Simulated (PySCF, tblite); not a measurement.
**C3H5BrClO2Si radical: geometry, infrared bands and EPR parameters**

Aim: predict the infrared bands and EPR parameters of C3H5BrClO2Si radical (`ClC1CO[Si](Br)OC1`).

Computed with tblite 0.8.0 and PySCF 2.14.0, with density-fitted response routines of our own, on a single molecule in the gas phase. Atoms count from 0, in the outputs and in this text.

### 1 The molecule as given

13 atoms, charge 0, multiplicity 2; geometry from: force field or distance geometry start.

Bonds of the start (Å): Cl0–C1 1.79, C1–C2 1.46, C2–O3 1.34, O3–Si4 1.68, Si4–Br5 2.26, Si4–O6 1.66, O6–C7 1.34, C7–C1 1.47, C1–H8 1.11, C2–H9 1.12, C2–H10 1.13, C7–H11 1.13, C7–H12 1.13.

### 2 Geometry optimisation with GFN2-xTB

Job settings and geometry (Å):

```
{"job": {"kind": "relax", "xc": "GFN2-xTB", "basis": "xTB"}, "charge": 0, "multiplicity": 2}
Cl    -2.545800     0.093100    -0.183800
C     -0.774900     0.086000    -0.471100
C     -0.211600     1.251300     0.206800
O      0.765500     1.155200     1.115600
Si     1.676600    -0.251500     1.182200
Br     3.557800     0.065700    -0.028000
O      0.838500    -1.508800     0.483800
C     -0.311800    -1.269700    -0.157900
H     -0.683300     0.233700    -1.571300
H      0.139300     1.970600    -0.576300
H     -1.058000     1.822300     0.692700
H     -0.266400    -1.844100    -1.129200
H     -1.130300    -1.803400     0.418700
```

Run with:

```sh
$ OMP_NUM_THREADS=1 python probes_run.py task.json out
```

The driver reads the jobs from task.json and runs them one after another.

**Question.** This job is followed by: GFN2-xTB harmonic vibrations, gas phase; UKS B3LYP, def2-TZVP-core on Br, pcH-1 on C Cl H O Si, non-relativistic, mean-field spin-orbit, GIAO. What will the session give for the following? strongest single infrared mode (GFN2-xTB); zero-point energy (GFN2-xTB); g(iso) (B3LYP); ⟨S²⟩; largest a(iso) (averaged by class); surface potential, 1st and 99th percentile.

The runs gave:

| quantity | value |
| --- | --- |
| strongest single infrared mode (GFN2-xTB) | 1125 cm⁻¹, 232 km/mol |
| zero-point energy (GFN2-xTB) | 52.5 kcal/mol |
| g(iso) (B3LYP) | 2.00183 |
| ⟨S²⟩ | 0.752 (exact 0.75) |
| largest a(iso) (averaged by class) | 29Si on Si4, -1100.2 MHz |
| surface potential, 1st and 99th percentile | -0.92 V and 1.40 V |

What this shows: Relaxing lowered the energy by 0.978 eV in 85 steps; the close pair that moved most is C1–C2, from 1.461 to 1.523 Å. No mode is imaginary among the 33: a minimum at this level. The strongest single mode, at 1125 cm⁻¹, has its largest shares on O3, O6, C2 and C7 (the list is cut at 4 atoms). GFN2-xTB is a fitted tight-binding method: band positions and strengths are rough. Its intensities can rank the bands wrongly. Most of the unpaired spin sits on Si4 (0.75 e). The isotropic g lies 0.5 ppt below the free-electron value. The hyperfine terms hold no scalar relativity, which the heavier nuclei need.
